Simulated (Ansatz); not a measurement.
# ClH₆NSi₂: small, medium and large basis sets

One table from this session's results is given with a row withheld; the runs are named, their logs left out.

Computed with Ansatz 0.2.0, Gaussian basis. Level: one geometry, several basis sets.

Levels to be run: PBE0-D4/def2-SVP; ωB97M-V/def2-SVP; PBE0-D4/def2-QZVPP; ωB97M-V/def2-QZVPP; the functionals' def2-TZVPP values are taken from earlier runs.

## The geometry

All runs share one geometry, relaxed beforehand with PBE0-D4 in a triple-zeta def2 set.

SMILES `[SiH3]N[SiH2]Cl`, 10 atoms, charge 0, spin multiplicity 1.

Atoms are counted from 1 here; the program's logs count them from 0.

Bond lengths: Si1–N2 1.734 Å, Si1–H5 1.484 Å, Si1–H6 1.487 Å, Si1–H7 1.487 Å, N2–Si3 1.708 Å, N2–H8 1.011 Å, Si3–Cl4 2.065 Å, Si3–H9 1.477 Å, Si3–H10 1.479 Å. Angles: N2–Si1–H5 106.6°, N2–Si1–H6 112.3°, N2–Si1–H7 110.5°, H5–Si1–H6 109.5°, H5–Si1–H7 110.1°, H6–Si1–H7 107.8°, Si1–N2–Si3 127.5°, Si1–N2–H8 116.1°, Si3–N2–H8 115.4°, N2–Si3–Cl4 113.2°, N2–Si3–H9 108.8°, N2–Si3–H10 109.5°, Cl4–Si3–H9 106.4°, Cl4–Si3–H10 106.0°, H9–Si3–H10 113.0°.

Set-up of the first run:

in.yaml reads:

```yaml
crystal:
  periodic: [false, false, false]
  atoms:
    - {symbol: Si, position_ang: [-0.375079, 1.453658, 0.454724]}
    - {symbol: N, position_ang: [0.207807, -0.171054, 0.616816]}
    - {symbol: Si, position_ang: [0.479319, -1.307615, -0.629253]}
    - {symbol: Cl, position_ang: [-1.223826, -2.339848, -1.175525]}
    - {symbol: H, position_ang: [-0.292642, 1.791905, -0.987371]}
    - {symbol: H, position_ang: [-1.780462, 1.597911, 0.919459]}
    - {symbol: H, position_ang: [0.465029, 2.388964, 1.248188]}
    - {symbol: H, position_ang: [0.223545, -0.545911, 1.555803]}
    - {symbol: H, position_ang: [0.936930, -0.590072, -1.836948]}
    - {symbol: H, position_ang: [1.442477, -2.329136, -0.162995]}
basis:
  gaussian: {orbitals: def2-SVP}
hamiltonian: {xc: pbe0, dispersion: d4}
output: {orbitals: {seedname: orbitals}}
```

Steps of the session up to this table: PBE0-D4 in def2-SVP; ωB97M-V in def2-SVP; PBE0-D4 in def2-QZVPP; ωB97M-V in def2-QZVPP.

One table of the session follows, with a row left open; its other results are not shown here.

It belongs to the step «Functionals by basis». 

| functional | basis | HOMO (eV) | LUMO (eV) |
| --- | --- | --- | --- |
| PBE0-D4 | def2-SVP | -7.91 | 0.43 |
| PBE0-D4 | def2-TZVPP | -8.03 | -0.10 |
| PBE0-D4 | def2-QZVPP | -8.05 | -0.27 |
| ωB97M-V | def2-SVP | -10.15 | 2.28 |
| ωB97M-V | def2-TZVPP | -10.31 | 1.52 |
| ωB97M-V | def2-QZVPP | ? | ? |

**Question.** Estimate the row for ωB97M-V, def2-QZVPP.

As computed: HOMO (eV): -10.33; LUMO (eV): 1.14. In the column «HOMO (eV)» it is the lowest.
